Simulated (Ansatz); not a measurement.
# C2H5ClSSi: the cost of one run

Method: RKS PBE0-D4/def2-SVP, in Ansatz 0.2.0.

## 1. The starting structure

Bond lengths: C1–C2 1.313 Å, C2–Cl3 1.757 Å, C2–Si4 1.901 Å, Si4–S5 2.087 Å, C1–H6 1.161 Å, C1–H7 1.051 Å, Si4–H8 1.501 Å, Si4–H9 1.415 Å, S5–H10 1.372 Å. Angles: C1–C2–Cl3 118.7°, C1–C2–Si4 122.5°, Cl3–C2–Si4 118.7°, C2–C1–H6 118.5°, C2–C1–H7 126.7°, H6–C1–H7 114.7°, C2–Si4–S5 109.0°, C2–Si4–H8 106.5°, C2–Si4–H9 111.4°, S5–Si4–H8 107.7°, S5–Si4–H9 112.4°, H8–Si4–H9 109.5°, Si4–S5–H10 98.4°.

As a file:

```xyz
10

C    -1.3740    0.6664    0.5009
C    -0.3563    0.7410   -0.3249
Cl    0.0421    2.2981   -1.0346
Si    0.7441   -0.7551   -0.7284
S     2.2091   -0.9395    0.7458
H    -1.9960    1.6256    0.7021
H    -1.7386   -0.2001    0.9705
H    -0.1374   -1.9673   -0.6489
H     1.2953   -0.6552   -2.0273
H     1.3948   -0.8650    1.8478
```

## 2. End point A

input.yaml reads:

```yaml
crystal:
  periodic: [false, false, false]
  atoms:
    - { symbol: C, position_ang: [-1.374, 0.6664, 0.5009] }
    - { symbol: C, position_ang: [-0.3563, 0.741, -0.3249] }
    - { symbol: Cl, position_ang: [0.0421, 2.2981, -1.0346] }
    - { symbol: Si, position_ang: [0.7441, -0.7551, -0.7284] }
    - { symbol: S, position_ang: [2.2091, -0.9395, 0.7458] }
    - { symbol: H, position_ang: [-1.996, 1.6256, 0.7021] }
    - { symbol: H, position_ang: [-1.7386, -0.2001, 0.9705] }
    - { symbol: H, position_ang: [-0.1374, -1.9673, -0.6489] }
    - { symbol: H, position_ang: [1.2953, -0.6552, -2.0273] }
    - { symbol: H, position_ang: [1.3948, -0.865, 1.8478] }
basis:
  gaussian: { orbitals: def2-SVP }
hamiltonian:
  xc: pbe0
  dispersion: d4
relax:
  f_tol: 0.02
  max_steps: 50
output:
  orbitals: {}
```

Command:

```
> ansatz run input.yaml --threads 2 --pin off --max-ram 3072MiB --backend cpu --events-out ev --progress --plain --runs-dir out
```

What time and memory should one allow on 2 threads of Arm Neoverse V2, shared host?

About 31 s, with a peak of 0.25 GiB.
